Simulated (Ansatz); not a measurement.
# CdTeSe4: the cost of one run

Program: Ansatz 0.2.0. Level of theory: DFT PBE, scalar-relativistic, plane waves, PAW. These are calculated values, not measurements.

**1. The structure to begin with**

Symmetry: P6/mmm, No. 191, hexagonal system. Conventional cell: a = 5.574 Å, b = 5.574 Å, c = 7.671 Å, α = 90.00°, β = 90.00°, γ = 120.00°. Around Cd (site symmetry 6/mmm) lie 2 Te at 3.84 Å and 12 Se at 3.93 Å. Te (site symmetry 6/mmm) is surrounded by 12 Se at 3.58 Å and 2 Cd at 3.84 Å. Se (site symmetry 3m) has 4 Se at 3.15 to 3.22 Å and 3 Te at 3.58 Å and 3 Cd at 3.93 Å as nearest neighbours.

As a file:

```
Cd Te Se
1.0
     5.57418    0.00000    0.00000
    -2.78709    4.82738    0.00000
     0.00000    0.00000    7.67067
Cd Te Se
1 1 4
Direct
  0.00000 0.00000 0.00000
  0.00000 0.00000 0.50000
  0.33333 0.66667 0.70538
  0.66667 0.33333 0.70538
  0.66667 0.33333 0.29462
  0.33333 0.66667 0.29462
```

Recipe of the guess: random cell by space group and Wyckoff sites (P6/mmm, No. 191). Lengths come from tabulated atomic sizes and are only a guess.

**2. Probe: one point on a coarse mesh**

Input file input.yaml:

```yaml
crystal:
  lattice:
    - [5.57417513, 0.0, 0.0]
    - [-2.78708757, 4.82737727, 0.0]
    - [0.0, 0.0, 7.67067071]
  atoms:
    - { symbol: Cd, position: [0.0, 0.0, 0.0] }
    - { symbol: Te, position: [0.0, 0.0, 0.5] }
    - { symbol: Se, position: [0.33333333, 0.66666667, 0.70538477] }
    - { symbol: Se, position: [0.66666667, 0.33333333, 0.70538477] }
    - { symbol: Se, position: [0.66666667, 0.33333333, 0.29461523] }
    - { symbol: Se, position: [0.33333333, 0.66666667, 0.29461523] }
basis:
  ecutwfc: 420
kpoints:
  mp_grid: { grid: [6, 6, 2] }
hamiltonian:
  xc: pbe
scf:
  occupations: { method: gaussian, width: 0.1 }
  lower_state_search: "off"
output:
  forces: true
  stress: true
  eigenvalues: true
```

Run with:

```console
ansatz run input.yaml --threads 1 --pin off --max-ram 2560MiB --backend cpu --events-out ev --progress --plain --runs-dir out
```

**Question.** How long does this run take on 1 thread of Intel Xeon at 2.70GHz, shared host, and how much memory does it need?

About 9.5 s, with a peak of 0.55 GiB.
